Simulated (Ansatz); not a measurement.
# CHGeP+ (quartet): wave-function methods side by side, cc-pVDZ

The task here is to estimate one member of a computed series from the others.

Program: Ansatz 0.2.0, Gaussian basis. Level of theory: cc-pVDZ, core rule «outside noble gas», up to 20 orbitals frozen. These are calculated values, not measurements.

Plan: UHF; CCSD(T) on ROHF; CCSD(T) on UHF; BCCD(T) on ROHF; CISD; CCSDT(Q) on ROHF; CCSDT(Q) on UHF.

24 further runs of the same task are left out: 1 for a known fault of the program, 8 that didn't finish, 15 set aside as unsound or not needed.

### The geometry

The geometry is a PBE0/def2-TZVP stationary point (not a proven minimum) of the parent state, kept for this charge and spin. No spin-orbit coupling is included. The filled d shell of Ge may be among the frozen orbitals whatever the setting's name suggests; the logs give the count.

4 atoms, charge 1, spin multiplicity 4.

Atoms are counted from 1 here; the program's logs count them from 0.

Bond lengths: C1–P2 1.549 Å, C1–H4 1.070 Å, P2–Ge3 2.250 Å. Angles: P2–C1–H4 180.0°, C1–P2–Ge3 180.0°.

Set-up of the first run:

Input file in.yaml:

```yaml
crystal:
  periodic: [false, false, false]
  atoms:
    - {symbol: C, position_ang: [0.000000, 0.000000, 1.069273]}
    - {symbol: P, position_ang: [0.000000, 0.000000, -0.479383]}
    - {symbol: Ge, position_ang: [0.000000, 0.000000, -2.729648]}
    - {symbol: H, position_ang: [0.000000, 0.000000, 2.139758]}
basis:
  gaussian: {orbitals: cc-pVDZ}
total_charge: 1
magnetization: {spin_polarized: true, initial_magnetization: 3}
hamiltonian: {xc: hf}
output: {orbitals: {seedname: orbitals}}
```

Started as:

```bash
$ ansatz run in.yaml --threads 1 --pin off --events-out ev --progress --plain --max-ram 2393MiB
```

Steps of the session up to this table: UHF; CCSD(T) on ROHF; CCSD(T) on UHF; BCCD(T) on ROHF; CISD; CCSDT(Q) on ROHF; CCSDT(Q) on UHF.

One table of the session follows, with a row left open; its other results are not shown here.

```
   method  from RCCSDT(Q) (meV)
     ROHF               +8728.8
      UHF               +8209.6
     RMP2               +1611.9
     UMP2               +1837.4
     CISD               +1408.7
    RCCSD                +505.8
    UCCSD                +483.6
 RCCSD(T)                +108.3
 UCCSD(T)                     ?
  BCCD(T)                +108.8
   RCCSDT                 +42.9
   UCCSDT                 +36.7
RCCSDT(Q)                     0
UCCSDT(Q)                  -4.7
```

Q: Estimate the row for UCCSD(T) from the others.

The run gave: from RCCSDT(Q) (meV): +116.2. In the column «from RCCSDT(Q) (meV)» it lies between BCCD(T) (+108.8) and UCCSD (+483.6).

Limits of these values: Restricted and unrestricted rows rest on different reference determinants; where their highest levels disagree by more than a few hundredths of an eV, they describe different states and don't form one ladder.
